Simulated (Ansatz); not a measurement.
**LiAs (triplet): from Hartree-Fock to the top rungs at distance As1–Li2 = 2.211 Å, cc-pVDZ**

The task here is to estimate one member of a computed series from the others.

Program: Ansatz 0.2.0, Gaussian basis. Level of theory: cc-pVDZ, core rule «outside noble gas», up to 15 orbitals frozen. These are calculated values, not measurements.

To be run: UHF; CCSD(T) on ROHF; CCSD(T) on UHF; BCCD(T) on ROHF; CISD; CCSDT(Q) on ROHF; CCSDT(Q) on UHF; CASSCF and MRCISD+Q, 4 electrons in 4 orbitals; CASSCF and NEVPT2, 4 electrons in 4 orbitals; Full CI.

70 further runs of the same task are left out: 47 for a known fault of the program, 1 for a mislabelled method, 18 that didn't finish, 4 set aside as unsound or not needed.

### What is computed

The geometry derives from a PBE0/def2-TZVP stationary point (not a proven minimum). One bond is set to the value named and the two fragments are kept rigid. No spin-orbit coupling is included. The filled d shell of As may be among the frozen orbitals whatever the setting's name suggests; the logs give the count.

2 atoms, charge 0, spin multiplicity 3.

Atoms are counted from 1 here; the program's logs count them from 0.

Bond lengths: As1–Li2 2.211 Å.

The first run:

Input file in.yaml:

```yaml
crystal:
  periodic: [false, false, false]
  atoms:
    - {symbol: As, position_ang: [0.000000, 0.000000, 0.000000]}
    - {symbol: Li, position_ang: [0.000000, 0.000000, 2.211000]}
basis:
  gaussian: {orbitals: cc-pVDZ}
magnetization: {spin_polarized: true, initial_magnetization: 2}
hamiltonian: {xc: hf}
output: {orbitals: {seedname: orbitals}}
```

Command:

```bash
$ ansatz run in.yaml --threads 1 --pin off --events-out ev --progress --plain --max-ram 2393MiB
```

Among the steps run: UHF; CCSD(T) on ROHF; CCSD(T) on UHF; BCCD(T) on ROHF; CISD; CCSDT(Q) on ROHF; CCSDT(Q) on UHF; CASSCF and MRCISD+Q, 4 electrons in 4 orbitals; CASSCF and NEVPT2, 4 electrons in 4 orbitals; Full CI.

One table of the session follows, with a row left open; its other results are not shown here.

It belongs to the step «Misses and costs». 

| method | from FCI (kcal/mol) |
| --- | --- |
| ROHF | +60.17 |
| UHF | +57.98 |
| RMP2 | +11.91 |
| UMP2 | +12.16 |
| CISD | +3.31 |
| RCCSD | +1.74 |
| UCCSD | +1.53 |
| RCCSD(T) | +0.43 |
| UCCSD(T) | +0.27 |
| BCCD(T) | +0.43 |
| RCCSDT | +0.10 |
| UCCSDT | ? |
| RCCSDT(Q) | +0.01 |
| UCCSDT(Q) | -0.15 |
| FCI | 0 |

Estimate the missing values for UCCSDT.

The run gave: from FCI (kcal/mol): -0.06. In the column «from FCI (kcal/mol)» it lies between UCCSDT(Q) (-0.15) and FCI (0).

Left out of the table: CASSCF pair, NEVPT2 pair, MRCISD pair, MRCISD+Q pair (the active space lost an orbital or holds another state than full CI finds).

Caveats from the session: UCCSDT, UCCSDT(Q) fall below full CI: unrestricted runs freeze a spin-polarised core, another one than full CI's, and coupled cluster isn't variational. Levels on UHF freeze UHF's core orbitals, full CI those of ROHF, so the U rows can settle a little off it for that reason alone. Restricted and unrestricted rows rest on different reference determinants; where their highest levels disagree by more than a few hundredths of an eV, they describe different states and don't form one ladder. Warnings in the runs' records: passed over end.
